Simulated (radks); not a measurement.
**Pt⁴⁺ in [Xe] 4f14 5d6: an all-electron calculation**

What are the levels of the platinum ion Pt4+, how large are its shells, and how does its energy divide?

Program: radks (a radial shooting solver on a logarithmic mesh, Libxc functionals) version 1. Level of theory: Dirac Kohn-Sham, PBEsol, spin-unpolarised, spherical densities, finite nucleus; open shells are shared between the two j in proportion to 2j + 1. These are calculated values, not measurements, unless marked.

## (1) The system

- element: platinum (Z = 78)
- charge: +4
- electrons: 74
- configuration: [Xe] 4f14 5d6
- nuclear rms radius: 5.427 fm

Outer shells as boxes (Hund's rule):

Pt⁴⁺
```
[Xe] core
4f [↑↓][↑↓][↑↓][↑↓][↑↓][↑↓][↑↓]
5d [↑↓][↑ ][↑ ][↑ ][↑ ]
```

## (2) The calculation

Input:

```text
Z 78
configuration [Xe] 4f14 5d6
relativity Dirac
functional pbe_sol,pbe_sol
spin unpolarised
j_filling average
nucleus finite rms 5.427 fm
c 137.035999084
```

Run with:

```sh
> python run_ks.py task.json out
```

All runs below come from this command, one after another.

Q: Predict the outcome of this run.

As calculated:

| quantity | value |
| --- | --- |
| total energy | -18433.7714 hartree |
| exchange-correlation share of it | 1.90 % |
| −T/E | 1.1433 |
| highest occupied level | 5d5/2, -52.002 eV |
| most extended occupied level | 5d5/2, <r> = 1.45 bohr |
| radius at density 0.001 e/bohr³ | 3.14 bohr |
| maxima of the radial density | 4 |
| ionisation energy, NIST | 56 (theory) eV |

What this shows: The radial density shows 4 maxima for 5 occupied principal shells; where shells overlap, one shows as a shoulder or not at all. Relativity lifts −T/E to 1.143. The top level binds by 52.002 eV, 93 % of the NIST ionisation energy of 56 eV. Spin polarisation and multiplet splitting are left out. Sharing an open shell by 2j + 1 raises it above the true ground level by a part of the spin-orbit splitting, which enters the differences from NIST.
